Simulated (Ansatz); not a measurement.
# In5Sb2As3: the cost of one run

Method: DFT PBE, scalar-relativistic, plane waves, PAW, in Ansatz 0.2.0.

## 1. The structure to begin with

Symmetry: Pm, No. 6, monoclinic system. The conventional cell has a = 6.663 Å, b = 5.677 Å, c = 6.862 Å, α = 90.00°, β = 92.25°, γ = 90.00°. Around In (site symmetry m) lie 2 Sb at 2.94 Å and 4 In at 2.95 to 3.10 Å. In (site symmetry m) is surrounded by 2 As at 2.94 Å and 4 In at 2.95 to 3.10 Å. Sb (site symmetry m) is surrounded by 2 In at 2.94 Å and 3 As at 2.95 to 3.10 Å and 1 Sb at 3.10 Å. As (site symmetry m) has 2 In at 2.94 Å and 2 Sb at 2.95 to 3.10 Å and 1 As at 2.95 Å in its first shell of neighbours. Only part of the 10 independent sites is listed.

Structure file:

```
CELL_PARAMETERS angstrom
6.66287 0.00000 0.00000
0.00000 5.67657 0.00000
-0.26962 0.00000 6.85681
ATOMIC_POSITIONS crystal
In 0.00000 0.00000 0.00000
In 0.40000 0.00000 0.20000
In 0.80000 0.00000 0.40000
In 0.20000 0.00000 0.60000
In 0.60000 0.00000 0.80000
Sb 0.25000 0.50000 0.50000
Sb 0.05000 0.50000 0.90000
As 0.85000 0.50000 0.30000
As 0.65000 0.50000 0.70000
As 0.45000 0.50000 0.10000
```

The start is an ordering of an alloy on its end members' structure types: elements ordered on the sites of the InSb type, As/Sb on Sb (Pm, No. 6).

## 2. Probe: one point on a coarse mesh

Contents of input.yaml:

```yaml
crystal:
  lattice:
    - [6.662875, 0.0, 0.0]
    - [0.0, 5.6765656, 0.0]
    - [-0.26962359, 0.0, 6.85681476]
  atoms:
    - { symbol: In, position: [0.0, 0.0, 0.0] }
    - { symbol: In, position: [0.4, 0.0, 0.2] }
    - { symbol: In, position: [0.8, 0.0, 0.4] }
    - { symbol: In, position: [0.2, 0.0, 0.6] }
    - { symbol: In, position: [0.6, 0.0, 0.8] }
    - { symbol: Sb, position: [0.25, 0.5, 0.5] }
    - { symbol: Sb, position: [0.05, 0.5, 0.9] }
    - { symbol: As, position: [0.85, 0.5, 0.3] }
    - { symbol: As, position: [0.65, 0.5, 0.7] }
    - { symbol: As, position: [0.45, 0.5, 0.1] }
basis:
  ecutwfc: 420
kpoints:
  mp_grid: { grid: [4, 4, 4] }
hamiltonian:
  xc: pbe
scf:
  occupations: { method: gaussian, width: 0.1 }
  lower_state_search: "off"
output:
  forces: true
  stress: true
  eigenvalues: true
```

Started as:

```bash
$ ansatz run input.yaml --threads 4 --pin off --max-ram 8192MiB --backend cpu --events-out ev --progress --plain --runs-dir out
```

**Question.** How long does this run take on 4 threads of Intel Xeon at 2.50GHz (Skylake/Cascade Lake), shared host, and how much memory does it need?

About 30 s, with a peak of 1 GiB.
